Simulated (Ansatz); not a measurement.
# GeNH2 (quartet): wave-function methods side by side, cc-pVDZ

Aim: climb from Hartree-Fock through coupled cluster and multireference methods for GeNH2 (quartet) at one geometry and basis, and see what each rung misses.

The runs use Ansatz 0.2.0, Gaussian basis; cc-pVDZ, core rule «outside noble gas», up to 15 orbitals frozen.

The runs, in order: UHF; CCSD(T) on ROHF; CCSD(T) on UHF; BCCD(T) on ROHF; CISD; CCSDT(Q) on ROHF; CCSDT(Q) on UHF; CASSCF and MRCISD+Q, 11 electrons in 10 orbitals; CASSCF and NEVPT2, 11 electrons in 10 orbitals.

21 further runs of the same task are left out: 1 for a known fault of the program, 7 that didn't finish, 13 set aside as unsound or not needed.

## Step 1: What is computed

The geometry is a PBE0/def2-TZVP stationary point (not a proven minimum). No spin-orbit coupling is included. The filled d shell of Ge may be among the frozen orbitals whatever the setting's name suggests; the logs give the count.

4 atoms, charge 0, spin multiplicity 4.

Atoms are counted from 1 here; the program's logs count them from 0.

Bond lengths: Ge1–N2 1.945 Å, Ge1–H3 1.555 Å, Ge1–H4 1.555 Å. Angles: N2–Ge1–H3 106.3°, N2–Ge1–H4 106.3°, H3–Ge1–H4 108.1°.

## Step 2: UHF

File in.yaml:

```yaml
crystal:
  periodic: [false, false, false]
  atoms:
    - {symbol: Ge, position_ang: [-0.034571, 0.000000, 0.295847]}
    - {symbol: N, position_ang: [0.072436, 0.000001, -1.645848]}
    - {symbol: H, position_ang: [0.742421, -1.258240, 0.775123]}
    - {symbol: H, position_ang: [0.742420, 1.258240, 0.775124]}
basis:
  gaussian: {orbitals: cc-pVDZ}
magnetization: {spin_polarized: true, initial_magnetization: 3}
hamiltonian: {xc: hf}
output: {orbitals: {seedname: orbitals}}
```

Command:

```sh
ansatz run in.yaml --threads 1 --pin off --events-out ev --progress --plain --max-ram 2393MiB
```

After this run come: CCSD(T) on ROHF; CCSD(T) on UHF; BCCD(T) on ROHF; CISD; CCSDT(Q) on ROHF; CCSDT(Q) on UHF; CASSCF and MRCISD+Q, 11 electrons in 10 orbitals; CASSCF and NEVPT2, 11 electrons in 10 orbitals.

**Question.** What will the summary of the whole plan be? Wanted: UCCSDT(Q) below the RHF energy; RMP2 from UCCSDT(Q); UMP2 from UCCSDT(Q); RCCSD from UCCSDT(Q); RCCSD(T) from UCCSDT(Q); UCCSD(T) from UCCSDT(Q); RCCSDT(Q) from UCCSDT(Q); NEVPT2 valence from UCCSDT(Q); MRCISD+Q valence from UCCSDT(Q).

The runs gave:

```
                         quantity                                                  value
   UCCSDT(Q) below the RHF energy                                             -6.1484 eV
              RMP2 from UCCSDT(Q)                                        +27.53 kcal/mol
              UMP2 from UCCSDT(Q)                                        +27.42 kcal/mol
             RCCSD from UCCSDT(Q)                                         +4.17 kcal/mol
          RCCSD(T) from UCCSDT(Q)                                         +1.05 kcal/mol
          UCCSD(T) from UCCSDT(Q)                                         +0.93 kcal/mol
         RCCSDT(Q) from UCCSDT(Q)                                         +0.13 kcal/mol
    NEVPT2 valence from UCCSDT(Q)                                        +22.63 kcal/mol
  MRCISD+Q valence from UCCSDT(Q)                                         +0.41 kcal/mol
levels within 1 kcal/mol (43 meV)  UCCSD(T), RCCSDT, UCCSDT, RCCSDT(Q), MRCISD+Q valence
                    T1 diagnostic                                                  0.027
   effectively unpaired electrons                                                   3.02
```

What this shows: RCCSD(T) misses by +1.05 kcal/mol, 0.7 % of the correlation energy. One determinant dominates. Of the multireference levels listed MRCISD+Q valence comes nearest in total energy (+0.41 kcal/mol), which doesn't show that its space is the better one. These misses are within one basis, not against nature; the frozen cores of restricted and unrestricted runs differ, which can shift their rows.
